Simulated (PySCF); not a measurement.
# Sn(OtBu)H3: geometry, NMR shifts and electronic excitations

Wanted: the NMR shifts and electronic excitations of Sn(OtBu)H3 (`[H][Sn]([H])([H])[O]C(C)(C)C`), by calculation.

Programs: PySCF 2.14.0, with density-fitted response routines of our own. Each step states its level of theory. These are calculated values for one molecule in the gas phase, unless marked as measured. Atoms are numbered from 0 throughout.

### 1 The starting structure

18 atoms, charge 0, multiplicity 1; geometry from: GFN2-xTB. The atoms were then displaced at random by about 0.03 Å, so the start is not that level's minimum.

Bonds of the start (Å): Sn0–O1 1.94, Sn0–H15 1.59, Sn0–H16 1.79, Sn0–H17 1.63, O1–C2 1.43, C2–C3 1.43, C2–C4 1.54, C2–C5 1.52, C3–H6 1.15, C3–H7 1.11, C3–H8 1.04, C4–H9 1.09, C4–H10 1.14, C4–H11 1.13, C5–H12 1.14, C5–H13 1.06, C5–H14 1.09.

### 2 Relaxing the molecule at PBE0-D3(BJ)/def2-SVP

Job settings and geometry (Å):

```
{"job": {"xc": "PBE0", "basis": "def2-SVP", "d3": "d3bj", "grid": 1, "maxiter": 40, "shake": 0.03, "kind": "geom"}, "charge": 0, "multiplicity": 1}
Sn     1.387890    -0.129090    -2.218390
O      1.053610    -0.040280    -0.312640
C     -0.151760     0.000490     0.458550
C     -0.878110    -1.197250     0.193980
C      0.395000    -0.052470     1.901290
C     -0.887820     1.308790     0.230810
H     -1.784940    -1.240200     0.898070
H     -1.319580    -1.135350    -0.827740
H     -0.399670    -2.098800     0.366280
H      0.963990    -0.950770     2.127260
H     -0.460100    -0.009170     2.650980
H      1.072840     0.819730     2.136430
H     -1.346390     1.334150    -0.809900
H     -0.271160     2.159810     0.390860
H     -1.723860     1.339360     0.929570
H      2.971480    -0.021980    -2.176870
H      0.684550     1.343700    -2.964190
H      0.637700    -1.413750    -2.896640
```

Run with:

```bash
$ OMP_NUM_THREADS=1 python probes_run.py task.json out
```

This one command runs all jobs of the session in turn.

Output:

```text
step   0  E = -448.68897235  max force = 0.106894
step   1  E = -448.71538652  max force = 0.020438
step   2  E = -448.71790261  max force = 0.005211
step   3  E = -448.71825569  max force = 0.002024
step   4  E = -448.71831361  max force = 0.000876
step   5  E = -448.71833046  max force = 0.000384
step   6  E = -448.71833423  max force = 0.000306
optimisation converged
```

Wall time 3.4 min (1 thread of AMD EPYC, shared host); peak memory 0.66 GiB.

Relaxation path:

```
step  energy from step 0 (eV)  largest force component (eV/Å)
   0                   0.0000                          5.4967
   1                  -0.7188                          1.0510
   2                  -0.7872                          0.2680
   3                  -0.7968                          0.1041
   4                  -0.7984                          0.0450
   5                  -0.7989                          0.0197
   6                  -0.7990                          0.0157
```

Close pairs (by a distance rule), those that changed most:

```
   bond  before (Å)  after (Å)  change (Å)
Sn0–H15       1.588      1.707      +0.119
  C2–C3       1.426      1.528      +0.103
Sn0–H17       1.635      1.716      +0.081
Sn0–H16       1.794      1.716      -0.079
  C3–H8       1.035      1.100      +0.065
 Sn0–O1       1.937      1.993      +0.056
  C3–H6       1.149      1.101      -0.048
 C4–H10       1.138      1.101      -0.037
```

The next job starts from the end point, and lists it.

```
                         at the end point                value
rotational constants (GHz, main isotopes)  4.257, 0.927, 0.927
                        dipole moment (D)                 1.29
```

### 3 NMR shieldings: PBE0/def2-TZVP+pcSseg-1

Job settings and geometry (Å):

```
{"job": {"kind": "nmr", "xc": "PBE0", "basis": {"default": "pcSseg-1", "Sn": "def2-TZVP"}}, "charge": 0, "multiplicity": 1}
Sn     1.306515    -0.047168    -2.217518
O      1.129434    -0.017096    -0.233114
C     -0.074015     0.009010     0.509532
C     -0.932896    -1.214234     0.191588
C      0.359821    -0.023591     1.972985
C     -0.853237     1.292145     0.223431
H     -1.835820    -1.246865     0.820387
H     -1.263921    -1.205974    -0.860312
H     -0.357570    -2.136625     0.361405
H      0.937048    -0.938662     2.170956
H     -0.505910     0.004026     2.652190
H      1.007192     0.838941     2.188419
H     -1.185443     1.329879    -0.827121
H     -0.217017     2.169954     0.411659
H     -1.750018     1.369280     0.857134
H      3.003804    -0.051140    -2.395322
H      0.586494     1.355328    -2.894567
H      0.589208    -1.470287    -2.854023
```

Level: GIAO PBE0/pcSseg-1 Sn:def2-TZVP NMR shielding, scalar relativity only through core potentials, gas phase.

Output:

```text
coarse grid: 63592 points
cycle   1  E = -447.2902844816  dE = -3.512e+01  |g| = 2.752e+00  |ddm| = 3.135e+01
cycle   2  E = -444.9435903984  dE =  2.347e+00  |g| = 4.868e+00  |ddm| = 1.119e+01
cycle   3  E = -448.7623955805  dE = -3.819e+00  |g| = 7.292e-01  |ddm| = 8.685e+00
cycle   4  E = -448.7258564807  dE =  3.654e-02  |g| = 8.346e-01  |ddm| = 1.289e+00
cycle   5  E = -448.8590229191  dE = -1.332e-01  |g| = 5.800e-02  |ddm| = 7.956e-01
cycle   6  E = -448.8597333463  dE = -7.104e-04  |g| = 2.765e-02  |ddm| = 9.022e-02
cycle   7  E = -448.8599189554  dE = -1.856e-04  |g| = 4.766e-03  |ddm| = 2.461e-02
cycle   8  E = -448.8599242473  dE = -5.292e-06  |g| = 1.343e-03  |ddm| = 5.866e-03
final grid: 134552 points
cycle   9  E = -448.8600113140  dE =  9.484e-08  |g| = 1.700e-03  |ddm| = 3.771e-03
cycle  10  E = -448.8600106480  dE =  6.660e-07  |g| = 2.402e-03  |ddm| = 3.823e-03
cycle  11  E = -448.8600119748  dE = -1.327e-06  |g| = 3.617e-04  |ddm| = 2.344e-03
cycle  12  E = -448.8600119969  dE = -2.210e-08  |g| = 4.204e-05  |ddm| = 2.689e-04
cycle  13  E = -448.8600119973  dE = -3.611e-10  |g| = 6.453e-06  |ddm| = 4.208e-05
converged SCF energy = -448.8600119973

GIAO shielding tensors (ppm)
atom      isotropic    diamagn.    paramagn.     s11        s22        s33       span
  0 Sn         nan         nan         nan        nan        nan        nan        nan
  1 O      250.587     399.279    -148.692    222.869    237.525    291.368     68.499
  2 C      113.715     239.335    -125.620     92.548     93.377    155.220     62.673
  3 C      150.354     250.751    -100.397    132.796    136.947    181.319     48.523
  4 C      150.578     247.340     -96.762    131.839    135.838    184.057     52.218
  5 C      150.971     250.505     -99.535    133.266    137.667    181.979     48.713
  6 H       30.054      31.287      -1.234     26.376     27.556     36.229      9.852
  7 H       30.100      32.690      -2.589     26.054     30.608     33.639      7.585
  8 H       29.997      31.608      -1.611     26.946     27.899     35.147      8.201
  9 H       29.893      30.241      -0.348     26.518     27.952     35.208      8.690
 10 H       30.310      30.278       0.032     26.587     27.664     36.679     10.092
 11 H       29.876      30.225      -0.350     26.525     27.906     35.195      8.670
 12 H       30.052      32.597      -2.545     25.957     30.527     33.671      7.714
 13 H       30.010      31.493      -1.483     27.002     27.818     35.211      8.209
 14 H       30.098      31.256      -1.158     26.411     27.587     36.298      9.886
 15 H       26.095      27.633      -1.539     18.282     20.247     39.755     21.473
 16 H       25.657      27.864      -2.207     17.645     21.000     38.327     20.682
 17 H       25.665      27.843      -2.178     17.675     20.974     38.345     20.670
```

Wall time 81 s (1 thread of AMD EPYC, shared host); peak memory 1 GiB.

Shifts follow as δ = σ(reference) − σ, with reference shieldings (ppm) from runs at the same level and on the same kind of geometry: 1H TMS 31.27, 13C TMS 184.4, 17O H2O 334.6. The references are single molecules in the gas phase, so shifts against H2O, NH3, PH3, H3PO4 or CFCl3 are not on the usual liquid scales and can be off by tens of ppm. Atoms listed in one row are averaged.

```
                         atoms                       environment  σ (ppm)  δ (ppm)
                            C2           carbon bonded to 3 C, O    113.7     70.7
                    C3, C4, C5           carbon bonded to C, 3 H    150.6     33.8
                 H15, H16, H17      hydrogen on a Sn bonded to O    25.81     5.46
H6, H7, H8, H9, H10 and 4 more  hydrogen on a carbon bonded to C    30.04     1.22
                            O1            oxygen bonded to C, Sn    250.6     84.0
```

Atoms past Kr carry core potentials, so their printed shieldings have no meaning and are left out of the table.

The run also stored atomic charges by several schemes (e):

```
     atoms  Mulliken  ESP fit
       Sn0      0.54     0.53
        O1     -0.65    -0.56
        C2     -0.19     0.86
C3, C4, C5     -0.20    -0.61
```

Mayer bond orders: Sn0–O1 0.87, O1–C2 0.89, C2–C3 1.01, C2–C4 1.01, C2–C5 1.01.

With diffuse functions Mulliken charges and Mayer bond orders lose their meaning; the other schemes are steadier.

Orbitals, density, ELF and potential are computed afterwards from the orbital file.

Frontier orbitals at PBE0/def2-TZVP+pcSseg-1, with the share of their density that lies nearest to each atom:

```
orbital  energy (eV)                                           lies on
   HOMO        -7.38                O1 63 %; C2, C3, C5 about 6 % each
   LUMO        -0.31  Sn0 21 %; H15, H16, H17 about 16 % each; O1 16 %
```

ELF in a plane through or near 4 of the atoms.

Ten even steps from '0' (0.00) to '9' (1.00):
```
0000000000000000000000000000
0000000000000000000000000000
0000000000000000000000000000
0000000000000032000000000000
0000037870000488300000000000
0000499995000488411000000000
0001899998014655776100000000
0001799998017744886100000000
0000379985004644662000000000
0000023322100155200000000000
0000023322100154200000000000
0000379986103654663000000000
0001799998017834898200000000
0001899998017743788300000000
0000399995001277422000000000
0000037861000166200000000000
0000000000000011000000000000
0000000000000000000000000000
0000000000000000000000000000
0000000000000000000000000000
```
The map spans 11.9 Å across and 9.5 Å up, centred on the molecule. Atoms in the plane (x, y in Å): C3 (0.5, 1.2), C5 (0.5, -1.3), H16 (-2.9, -1.4), H17 (-2.9, 1.4).

On the surface of density 0.002 e/bohr³ the electrostatic potential runs, from the 1st to the 99th percentile, from -1.56 V near O1 to 1.36 V near Sn0.

### 4 Excited states and response: wB97X-D/def2-SVPD

Settings changed since step 3:

```diff
@@ -1,2 +1,2 @@
-{"job": {"kind": "nmr", "xc": "PBE0", "basis": {"default": "pcSseg-1", "Sn": "def2-TZVP"}}, "charge": 0, "multiplicity": 1}
+{"job": {"kind": "uv", "xc": "wB97X-D", "basis": "def2-SVPD", "ip": false, "nstates": 10}, "charge": 0, "multiplicity": 1}
 Sn     1.306515    -0.047168    -2.217518
```

With the program's defaults for keys left out, this is: TDDFT wB97X-D/def2-SVPD, vertical, gas phase, core orbitals frozen in the response.

Output:

```text
coarse grid: 63592 points
cycle   1  E = -447.0282276174  dE = -2.138e+01  |g| = 2.785e+00  |ddm| = 3.375e+01
cycle   2  E = -444.6849779817  dE =  2.343e+00  |g| = 4.249e+00  |ddm| = 5.606e+01
cycle   3  E = -448.8266659690  dE = -4.142e+00  |g| = 8.864e-01  |ddm| = 5.535e+01
cycle   4  E = -448.9324844985  dE = -1.058e-01  |g| = 5.553e-01  |ddm| = 2.462e+00
cycle   5  E = -448.9929641344  dE = -6.048e-02  |g| = 4.515e-02  |ddm| = 1.218e+00
cycle   6  E = -448.9937106739  dE = -7.465e-04  |g| = 1.577e-02  |ddm| = 2.219e-01
cycle   7  E = -448.9938157113  dE = -1.050e-04  |g| = 5.205e-03  |ddm| = 6.796e-02
cycle   8  E = -448.9938267246  dE = -1.101e-05  |g| = 1.656e-03  |ddm| = 2.292e-02
cycle   9  E = -448.9938279943  dE = -1.270e-06  |g| = 4.914e-04  |ddm| = 7.291e-03
final grid: 134552 points
cycle  10  E = -448.9904254677  dE = -6.801e-06  |g| = 1.194e-03  |ddm| = 2.859e-02
cycle  11  E = -448.9904255621  dE = -9.437e-08  |g| = 9.786e-04  |ddm| = 8.551e-03
cycle  12  E = -448.9904257150  dE = -1.529e-07  |g| = 2.747e-04  |ddm| = 2.764e-03
cycle  13  E = -448.9904257293  dE = -1.434e-08  |g| = 4.936e-05  |ddm| = 6.171e-04
cycle  14  E = -448.9904257304  dE = -1.048e-09  |g| = 2.090e-05  |ddm| = 2.449e-04
cycle  15  E = -448.9904257305  dE = -1.648e-10  |g| = 5.178e-06  |ddm| = 7.868e-05
converged SCF energy = -448.9904257305

Static polarisability (au): isotropic 94.106, principal 87.871 89.067 105.380

Singlet excitations
state   eV       nm        f      main configurations
  1   5.9887    207.0   0.01113   H->L 0.72, H->L+1 0.14
  2   6.7526    183.6   0.13089   H-1->L 0.65, H-1->L+1 0.17
  3   6.9110    179.4   0.00840   H->L+1 0.82, H->L 0.13
  4   7.4116    167.3   0.00189   H->L+2 0.88
  5   7.4186    167.1   0.00818   H-1->L+1 0.76, H-1->L 0.15
  6   7.7986    159.0   0.00686   H->L+3 0.58, H-2->L 0.18, H-1->L+2 0.10
  7   7.8744    157.5   0.00025   H-3->L 0.52, H->L+4 0.17, H-3->L+1 0.16
  8   7.9152    156.6   0.01907   H-2->L 0.40, H-1->L+2 0.32
  9   8.0683    153.7   0.09286   H-1->L+2 0.50, H->L+3 0.26, H-2->L 0.10
 10   8.1764    151.6   0.00072   H-1->L+3 0.86

Triplet excitations (Tamm-Dancoff, eV): 5.5824 6.0316 6.6746 7.0595
```

Wall time 2.1 min (1 thread of AMD EPYC, shared host); peak memory 1.1 GiB.

Frontier orbitals and where they lie:

```
orbital      eV                         atoms
 HOMO−3  -11.23  Sn0 32 %, H16 22 %, H17 18 %
 HOMO−2  -11.17   Sn0 37 %, H15 35 %, H17 9 %
 HOMO−1   -9.70     O1 49 %, C2 12 %, C4 11 %
   HOMO   -9.29      O1 58 %, C2 10 %, C5 8 %
   LUMO    1.21   Sn0 49 %, O1 12 %, H17 11 %
 LUMO+1    1.53   Sn0 48 %, H15 11 %, H16 9 %
 LUMO+2    2.35  Sn0 49 %, H16 13 %, H17 13 %
```

With each of the 10 states as a Gaussian band of 0.4 eV half-width at 1/e, the curve within the window shown has maxima at 183 nm (ε 5,600), 154 nm (ε 4,700) L/(mol cm). Beyond the last state computed it falls off for lack of states. The curve at chosen wavelengths:

nm, ε (L/mol/cm) and a bar:
```
      146       1469 ########
      149       3026 ################
      153       4612 #########################
      156       4485 ########################
      159       3450 ##################
      163       1967 ##########
      166       1405 #######
      169       1465 ########
      173       2484 #############
      176       3724 ####################
      179       4916 ##########################
      183       5632 ##############################
      186       5266 ############################
      189       4325 #######################
      192       3183 #################
      196       1887 ##########
      199       1250 ######
      202        874 ####
      206        621 ###
      209        513 ##
      212        423 ##
      216        307 #
      219        227 #
      222        158 #
      226         89 
      229         55
```

Leading natural transition orbitals of singlet state 2: the hole lies on O1 55 %; C2, C4 about 7 % each; the particle on Sn0 23 %; O1 19 %; H15, H16, H17 about 14 % each.

Leading natural transition orbitals of singlet state 1: the hole lies on O1 68 %; the particle on Sn0 26 %; O1 19 %; H16, H17 about 15 % each.

Further results of this job:

```
           property  computed
  dipole moment (D)      1.31
polarisability (Å³)     13.95
 HOMO–LUMO gap (eV)     10.51
      −ε(HOMO) (eV)      9.29
```

### 5 NMR shieldings: B3LYP/def2-TZVP+pcSseg-1

Settings changed since step 4:

```diff
@@ -1,2 +1,2 @@
-{"job": {"kind": "uv", "xc": "wB97X-D", "basis": "def2-SVPD", "ip": false, "nstates": 10}, "charge": 0, "multiplicity": 1}
+{"job": {"kind": "nmr", "xc": "B3LYP", "basis": {"default": "pcSseg-1", "Sn": "def2-TZVP"}, "pop": false}, "charge": 0, "multiplicity": 1}
 Sn     1.306515    -0.047168    -2.217518
```

Level: GIAO B3LYP/pcSseg-1 Sn:def2-TZVP NMR shielding, scalar relativity only through core potentials, gas phase.

Output:

```text
coarse grid: 63592 points
cycle   1  E = -447.5376698721  dE = -3.496e+01  |g| = 2.845e+00  |ddm| = 3.124e+01
cycle   2  E = -441.2297124743  dE =  6.308e+00  |g| = 6.403e+00  |ddm| = 1.593e+01
cycle   3  E = -448.9993274896  dE = -7.770e+00  |g| = 1.078e+00  |ddm| = 1.425e+01
cycle   4  E = -448.9481184522  dE =  5.121e-02  |g| = 1.173e+00  |ddm| = 1.990e+00
cycle   5  E = -449.2151888675  dE = -2.671e-01  |g| = 1.210e-01  |ddm| = 1.180e+00
cycle   6  E = -449.2184876142  dE = -3.299e-03  |g| = 5.441e-02  |ddm| = 1.894e-01
cycle   7  E = -449.2191494182  dE = -6.618e-04  |g| = 1.083e-02  |ddm| = 4.281e-02
cycle   8  E = -449.2191779056  dE = -2.849e-05  |g| = 2.062e-03  |ddm| = 1.227e-02
cycle   9  E = -449.2191789421  dE = -1.037e-06  |g| = 7.180e-04  |ddm| = 2.860e-03
final grid: 134552 points
cycle  10  E = -449.2192733548  dE = -8.639e-08  |g| = 9.604e-04  |ddm| = 2.999e-03
cycle  11  E = -449.2192731688  dE =  1.859e-07  |g| = 1.324e-03  |ddm| = 1.842e-03
cycle  12  E = -449.2192735633  dE = -3.945e-07  |g| = 9.296e-05  |ddm| = 1.061e-03
cycle  13  E = -449.2192735648  dE = -1.409e-09  |g| = 3.010e-05  |ddm| = 8.698e-05
cycle  14  E = -449.2192735649  dE = -1.670e-10  |g| = 7.272e-06  |ddm| = 3.159e-05
converged SCF energy = -449.2192735649

GIAO shielding tensors (ppm)
atom      isotropic    diamagn.    paramagn.     s11        s22        s33       span
  0 Sn         nan         nan         nan        nan        nan        nan        nan
  1 O      241.925     400.270    -158.345    215.561    228.720    281.494     65.933
  2 C      106.454     239.152    -132.698     85.093     86.034    148.236     63.143
  3 C      144.725     249.771    -105.045    126.212    131.549    176.415     50.203
  4 C      144.673     246.478    -101.805    125.536    129.257    179.225     53.689
  5 C      145.366     249.538    -104.172    126.716    132.267    177.116     50.400
  6 H       30.141      31.302      -1.161     26.636     27.747     36.040      9.404
  7 H       30.186      32.863      -2.677     26.275     30.750     33.535      7.259
  8 H       30.114      31.675      -1.561     27.142     28.193     35.007      7.865
  9 H       30.015      30.328      -0.313     26.847     28.137     35.061      8.214
 10 H       30.392      30.294       0.098     26.849     27.827     36.501      9.651
 11 H       29.998      30.307      -0.309     26.855     28.091     35.048      8.193
 12 H       30.138      32.773      -2.635     26.180     30.667     33.567      7.386
 13 H       30.129      31.560      -1.431     27.201     28.117     35.070      7.869
 14 H       30.186      31.271      -1.085     26.671     27.777     36.110      9.440
 15 H       26.255      27.890      -1.635     18.505     20.461     39.800     21.295
 16 H       25.799      28.145      -2.346     17.841     21.163     38.394     20.553
 17 H       25.807      28.122      -2.315     17.873     21.138     38.411     20.537
```

It took 63 s on 1 thread of AMD EPYC, shared host; peak memory 1.1 GiB.

Key values: δ C2 72.8, C3 34.3, O1 92.1, H15 5.43, H6 1.24 ppm (means over like atoms).

### 6 Side by side: NMR shifts

Shifts (ppm), means over like atoms, with basis size and wall time:

```
                     run    C2    C3   H15    H6    O1  functions  time
 PBE0/def2-TZVP+pcSseg-1  70.7  33.8  5.46  1.22  84.0        195  81 s
B3LYP/def2-TZVP+pcSseg-1  72.8  34.3  5.43  1.24  92.1        195  63 s
```

### 7 Outcome

| quantity | value |
| --- | --- |
| rotational constants (main isotopes) | 4.26, 0.93, 0.93 GHz |
| 13C shifts against TMS (PBE0/def2-TZVP+pcSseg-1, means over atoms taken as alike) | 70.7, 33.8 ppm |
| 1H shifts against TMS (PBE0/def2-TZVP+pcSseg-1, means over atoms taken as alike) | 5.46, 1.22 ppm |
| 17O shifts against H2O (PBE0/def2-TZVP+pcSseg-1) | 84.0 ppm |
| surface potential, 1st and 99th percentile | -1.56 V and 1.36 V |
| lowest singlet (wB97X-D/def2-SVPD) | 5.99 eV (207 nm), f = 0.011 |
| brightest single state of those computed | state 2, 6.75 eV, f = 0.131 |
| lowest triplet | 5.58 eV |
| range of the shift of O1 | 84.0 to 92.1 ppm |

What this shows: The start was shaken at random, so part of the energy gained undoes that. Over 6 steps the energy fell by 0.799 eV; of the close pairs, Sn0–H15 changed most, 1.588 to 1.707 Å. At PBE0/def2-TZVP+pcSseg-1: Shielding is most anisotropic at O1 (span 68 ppm, paramagnetic term -149 ppm). At PBE0/def2-TZVP+pcSseg-1, counted by nearest atom on the grid, the HOMO lies on O1 63 %; C2, C3, C5 about 6 % each, the LUMO on Sn0 21 %; H15, H16, H17 about 16 % each. The first singlet state (HOMO→LUMO 0.72, HOMO→LUMO+1 0.14) lies at 5.99 eV and is weak; of the 10 states computed, the strongest absorption comes from state 2 at 6.75 eV. The lowest triplet lies 0.41 eV below the lowest singlet (triplets in Tamm-Dancoff, singlets in full TDDFT). Spin-orbit coupling, left out, mixes singlets and triplets in elements this heavy. Across the 2 runs the shift of O1 moves most, between 84.0 (PBE0/def2-TZVP+pcSseg-1) and 92.1 ppm (B3LYP/def2-TZVP+pcSseg-1). Spin-orbit coupling is left out, which matters for shieldings and couplings at and beside the heavy atoms.
